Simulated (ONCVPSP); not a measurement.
**Pseudopotential generation for F: ONCV, PBE**

Do these settings give a usable potential? It is generated, then checked for transferability, scattering, ghosts and hardness.

Method: ONCVPSP 4.0.1.1 (patched build), PBE, scalar-relativistic.

## (1) The design

Typed settings, in words:

```json
{
 "element": "fluorine (F, Z = 9)",
 "type": "optimised norm-conserving Vanderbilt (ONCV)",
 "frozen core": "[He]",
 "valence charge": "7",
 "reference configuration": "2s2 2p4.5 (charge +0.5)",
 "partial waves": "2s: rc 0.85 bohr, ncon 4, nbas 8, qcut 6.3 1/bohr, 2 projectors, debl 0.5 Ha; 2p: rc 1.05 bohr, ncon 4, nbas 8, qcut 13 1/bohr, 2 projectors, debl 3 Ha; d scattering state at 0.02 Ha: rc 0.95 bohr, ncon 3, nbas 7, qcut 9.5 1/bohr, 2 projectors, debl 1.5 Ha",
 "local potential": "polynomial inside 0.55 bohr (lpopt 5, dvloc0 0 Ha)",
 "core correction": "Teter function fitted to the true core (icmod 2), fcfact 0.75"
}
```

## (2) Generating the potential

Input file F.dat:

```
# ATOM AND REFERENCE CONFIGURATION
# atsym  z   nc   nv     iexc    psfile
  F 9.00    1    2        4      upf
#
#   n    l    f
    1    0    2.00
    2    0    2.00
    2    1    4.50
#
# PSEUDOPOTENTIAL AND OPTIMIZATION
# lmax
    2
#
#   l,   rc,      ep,       ncon, nbas, qcut
    0    0.85    0.00    4    8    6.30
    1    1.05    0.00    4    8   13.00
    2    0.95    0.02    3    7    9.50
#
# LOCAL POTENTIAL
# lloc, lpopt,  rc(5),   dvloc0
    4    5    0.55    0.00
#
# VANDERBILT-KLEINMAN-BYLANDER PROJECTORs
# l, nproj, debl
    0    2    0.50
    1    2    3.00
    2    2    1.50
#
# MODEL CORE CHARGE
# icmod, fcfact, rcfact
    2    0.75    1.15
#
# LOG DERIVATIVE ANALYSIS
# epsh1, epsh2, depsh
   -3.00    5.00    0.02
#
# OUTPUT GRID
# rlmax, drl
    6.00    0.01
#
# TEST CONFIGURATIONS
# ncnf
    4
# nvcnf
#   n    l    f
    2
    2    0    2.00
    2    1    5.00
#
    2
    2    0    2.00
    2    1    4.00
#
    2
    2    0    2.00
    2    1    3.00
#
    2
    2    0    2.00
    2    1    2.00
#
```

The run is started by

```
$ oncvpsp.x < F.dat > F.out
```

What does the calculation give? Wanted: cutoffs for 1 and 0.1 mHa per electron, occupied waves; bound ghosts; GHOST(+) flags; largest test error; largest phase difference near zero energy, channels read; rms error of d²Exc/dn², without and with the model core; projector energies reset by the program.

The runs gave:

```
                                                quantity                                                         value
  cutoffs for 1 and 0.1 mHa per electron, occupied waves                                             206 Ha and 248 Ha
                                            bound ghosts                                                    none found
                                          GHOST(+) flags  none at low energy (1 near or above the test basis's cutoff)
                            largest test error (AE − PS)                                         +253 meV, for 2s2 2p2
largest phase difference near zero energy, channels read                                                     0.000 rad
 rms error of d²Exc/dn², without and with the model core                                             1.81 and 2.12 mHa
                 projector energies reset by the program                                           s: -1.404, 0.250 Ha
```

In words: By total energies transferability is fair for so large an energy: the largest error is 253 meV on 110.9 eV, for 2s2 2p2. That test lies far up in energy; among those under 40 eV, nearer to bonding, the largest error is 2.3 meV. It counts as very hard, with 206 Ha needed at the looser tolerance. At the looser tolerance the 2s wave is the slowest; 2p needs 58 Ha. No bound ghost shows below the valence levels. Near zero energy the phases of the channels with partial waves agree within 0.001 rad. These are tests on the free atom; a crystal test is still owed.
